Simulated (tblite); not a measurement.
# C4H11BO2Si: the cost of one run

Computed with tblite 0.8.0 and PySCF 2.14.0, with density-fitted response routines of our own, on a single molecule in the gas phase. Atoms are numbered from 0 throughout.

**1. The starting structure**

19 atoms, charge 0, multiplicity 1; geometry from: force field or distance geometry start.

Bonds of the start (Å): C0–O1 1.41, O1–B2 1.48, B2–O3 1.48, O3–C4 1.37, C4–C5 1.53, C5–C6 1.51, C6–Si7 1.87, Si7–C5 1.86, C0–H8 1.10, C0–H9 1.11, C0–H10 1.11, B2–H11 1.19, C4–H12 1.11, C4–H13 1.12, C5–H14 1.10, C6–H15 1.10, C6–H16 1.10, Si7–H17 1.48, Si7–H18 1.47.

**2. Geometry optimisation with GFN2-xTB**

What the job is given:

```
{"job": {"kind": "relax", "xc": "GFN2-xTB", "basis": "xTB"}, "charge": 0, "multiplicity": 1}
C      3.434000     0.544000    -0.546200
O      2.263400     0.391200     0.232400
B      1.863900    -1.035900     0.174600
O      0.400400    -1.249700     0.163700
C     -0.302100    -0.175700    -0.326000
C     -1.781300    -0.561400    -0.267000
C     -2.796700     0.445600    -0.760500
Si    -2.707300     0.281700     1.103200
H      3.661000     1.604600    -0.703400
H      3.310400     0.023700    -1.522700
H      4.261000     0.031000    -0.013700
H      2.542500    -1.746000    -0.493700
H     -0.212000     0.730500     0.311200
H     -0.056300     0.049600    -1.398000
H     -2.058100    -1.602600    -0.472100
H     -2.354900     1.381200    -1.139600
H     -3.705800     0.094400    -1.269600
H     -3.741900    -0.537900     1.781000
H     -2.030000     1.341000     1.862500
```

The run is started by

```bash
OMP_NUM_THREADS=1 python probes_run.py task.json out
```

The driver reads the jobs from task.json and runs them one after another.

**Question.** How long does this first job take on 1 thread of Arm Neoverse N1, shared host, and how much memory does it need?

About 1.4 s, with a peak of 0.18 GiB.
